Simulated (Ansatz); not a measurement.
**C3H5BrO: up Jacob's ladder to CCSD(T)**

One table from this session's results is given with a row withheld; the runs are named, their logs left out.

Method: functionals in def2-TZVPP, the program's frozen cores in correlated methods; program: Ansatz 0.2.0, Gaussian basis.

Plan: PBE-D4, r2SCAN-D4, PBE0-D4, B3LYP-D4, ωB97X-V, ωB97M-V, B2PLYP; CCSD(T)/def2-TZVPP; MP2/def2-QZVPP; extrapolation to the limit.

## Structure used throughout

The geometry comes from an earlier relaxation with PBE0-D4 in a triple-zeta def2 set; it is a stationary point, not always the lowest conformer.

SMILES `O/C=C\CBr`, 10 atoms, charge 0, spin multiplicity 1.

Atoms are counted from 1 here; the program's logs count them from 0.

Bond lengths: O1–C2 1.353 Å, O1–H6 0.959 Å, C2–C3 1.330 Å, C2–H7 1.086 Å, C3–C4 1.471 Å, C3–H8 1.083 Å, C4–Br5 1.976 Å, C4–H9 1.086 Å, C4–H10 1.087 Å. Angles: C2–O1–H6 109.9°, O1–C2–C3 122.5°, O1–C2–H7 116.4°, C3–C2–H7 121.1°, C2–C3–C4 123.7°, C2–C3–H8 117.7°, C4–C3–H8 118.7°, C3–C4–Br5 111.5°, C3–C4–H9 112.6°, C3–C4–H10 112.9°, Br5–C4–H9 105.1°, Br5–C4–H10 103.8°, H9–C4–H10 110.3°.

Set-up of the first run:

Input file in.yaml:

```yaml
crystal:
  periodic: [false, false, false]
  atoms:
    - {symbol: O, position_ang: [-0.904680, 0.902430, 1.252839]}
    - {symbol: C, position_ang: [0.332691, 0.873849, 0.706225]}
    - {symbol: C, position_ang: [0.696387, -0.036386, -0.193387]}
    - {symbol: C, position_ang: [-0.195725, -1.097450, -0.686550]}
    - {symbol: Br, position_ang: [-0.783842, -0.746798, -2.540557]}
    - {symbol: H, position_ang: [-0.971818, 1.634217, 1.868586]}
    - {symbol: H, position_ang: [1.027686, 1.637055, 1.044463]}
    - {symbol: H, position_ang: [1.701608, 0.023451, -0.590728]}
    - {symbol: H, position_ang: [-1.112389, -1.174804, -0.109489]}
    - {symbol: H, position_ang: [0.293384, -2.066566, -0.748402]}
basis:
  gaussian: {orbitals: def2-TZVPP}
hamiltonian: {xc: pbe, dispersion: d4}
output: {forces: true, orbitals: {seedname: orbitals}}
```

The run is started by

```sh
ansatz run in.yaml --threads 4 --pin off --events-out ev --progress --plain --max-ram 10444MiB
```

Steps of the session up to this table: PBE-D4 (GGA); r2SCAN-D4 (meta-GGA); PBE0-D4 (hybrid); B3LYP-D4 (hybrid); ωB97X-V (range-separated); ωB97M-V (range-separated); B2PLYP (double hybrid); CCSD(T) in def2-TZVPP; MP2 in def2-QZVPP.

One table of the session follows, with a row left open; its other results are not shown here.

It belongs to the step «Atomisation energies». 

| method | atomisation energy (kJ/mol) |
| --- | --- |
| PBE-D4 | 4024.9 |
| r2SCAN-D4 | 3917.0 |
| PBE0-D4 | ? |
| B3LYP-D4 | 3892.6 |
| ωB97X-V | 3890.6 |
| ωB97M-V | 3899.0 |
| B2PLYP | 3855.3 |
| HF/def2-TZVPP | 2774.9 |
| MP2/def2-TZVPP | 3883.9 |
| CCSD/def2-TZVPP | 3723.5 |
| CCSD(T)/def2-TZVPP | 3794.1 |
| MP2/CBS | 3988.3 |
| CCSD(T)/CBS | 3898.5 |

Q: Estimate the row for PBE0-D4 from the others.

The run gave: atomisation energy (kJ/mol): 3930.7. In the column «atomisation energy (kJ/mol)» it lies between r2SCAN-D4 (3917.0) and MP2/CBS (3988.3).

Limits of these values: Free atoms (1 O, 3 C, 1 Br, 5 H) were run apart at each level; the atomisation energy is their sum less the molecule, without zero-point or spin-orbit terms.
